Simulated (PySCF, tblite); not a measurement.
# C5H10NPSi: geometry, infrared bands and NMR shifts

Wanted: the infrared bands and NMR shifts of C5H10NPSi (`N#C[C@@H]1CC[Si@@H](P)C1`), by calculation.

Programs: tblite 0.8.0 and PySCF 2.14.0, with density-fitted response routines of our own. Each step states its level of theory. These are calculated values for one molecule in the gas phase, unless marked as measured. Atoms count from 0, in the outputs and in this text.

## (1) The starting structure

18 atoms, charge 0, multiplicity 1; geometry from: force field or distance geometry start.

Bonds of the start (Å): N0–C1 1.16, C1–C2 1.47, C2–C3 1.54, C3–C4 1.56, C4–Si5 1.90, Si5–P6 2.21, Si5–C7 1.91, C7–C2 1.55, C2–H8 1.10, C3–H9 1.09, C3–H10 1.10, C4–H11 1.10, C4–H12 1.10, Si5–H13 1.48, P6–H14 1.41, P6–H15 1.42, C7–H16 1.09, C7–H17 1.08.

## (2) Geometry optimisation with GFN2-xTB

What the job is given:

```
{"job": {"kind": "relax", "xc": "GFN2-xTB", "basis": "xTB"}, "charge": 0, "multiplicity": 1}
N     -2.889200     0.647300     1.978000
C     -2.293100     0.583800     0.984800
C     -1.488300     0.484100    -0.247200
C     -1.095800    -0.967100    -0.561400
C      0.048100    -1.395000     0.405200
Si     1.115900     0.166000     0.600500
P      2.905500     0.078100    -0.692500
C     -0.191100     1.333100    -0.159900
H     -2.114000     0.869700    -1.067300
H     -0.747400    -1.040200    -1.587300
H     -1.944800    -1.665800    -0.458400
H      0.607300    -2.243500    -0.004800
H     -0.360100    -1.678100     1.384600
H      1.421800     0.476300     2.017700
H      3.688900    -0.760500     0.131000
H      3.517600     1.273500    -0.242400
H      0.128500     1.610600    -1.169400
H     -0.318500     2.233900     0.430700
```

Command:

```console
OMP_NUM_THREADS=1 python probes_run.py task.json out
```

One launch serves the whole session: the jobs run in the order shown.

**Question.** This job is followed by: GFN2-xTB harmonic vibrations, gas phase; GIAO PBE0/pcSseg-1 NMR shielding, non-relativistic, gas phase. Predict these results of the whole session: strongest single infrared mode (GFN2-xTB); zero-point energy (GFN2-xTB); ¹³C shifts against TMS (PBE0/pcSseg-1); ¹H shifts against TMS (PBE0/pcSseg-1, means over atoms taken as alike); ¹⁵N shifts against NH3 (PBE0/pcSseg-1); ²⁹Si shifts against TMS (PBE0/pcSseg-1); ³¹P shifts against H3PO4 (PBE0/pcSseg-1).

**Answer**, as computed:

| quantity | value |
| --- | --- |
| strongest single infrared mode (GFN2-xTB) | 2196 cm⁻¹, 264 km/mol |
| zero-point energy (GFN2-xTB) | 84.8 kcal/mol |
| ¹³C shifts against TMS (PBE0/pcSseg-1) | 127.7, 34.7, 31.3, 20.0, 12.3 ppm |
| ¹H shifts against TMS (PBE0/pcSseg-1, means over atoms taken as alike) | 5.22, 3.14, 2.29, 1.57, 1.56, 1.47, 1.17, 0.94, 0.84 ppm |
| ¹⁵N shifts against NH3 (PBE0/pcSseg-1) | 300.3 ppm |
| ²⁹Si shifts against TMS (PBE0/pcSseg-1) | -7.6 ppm |
| ³¹P shifts against H3PO4 (PBE0/pcSseg-1) | -305.7 ppm |

What this shows: Over 46 steps the energy fell by 0.151 eV; of the close pairs, Si5–P6 changed most, 2.210 to 2.244 Å. No mode is imaginary among the 48: a minimum at this level. The strongest single mode, at 2196 cm⁻¹, moves mainly H13. Unscaled tight-binding wavenumbers are off by several per cent, some by more. Its intensities can rank the bands wrongly. At PBE0/pcSseg-1: The largest span, 493 ppm, is at N0, where the paramagnetic term is -373 ppm.
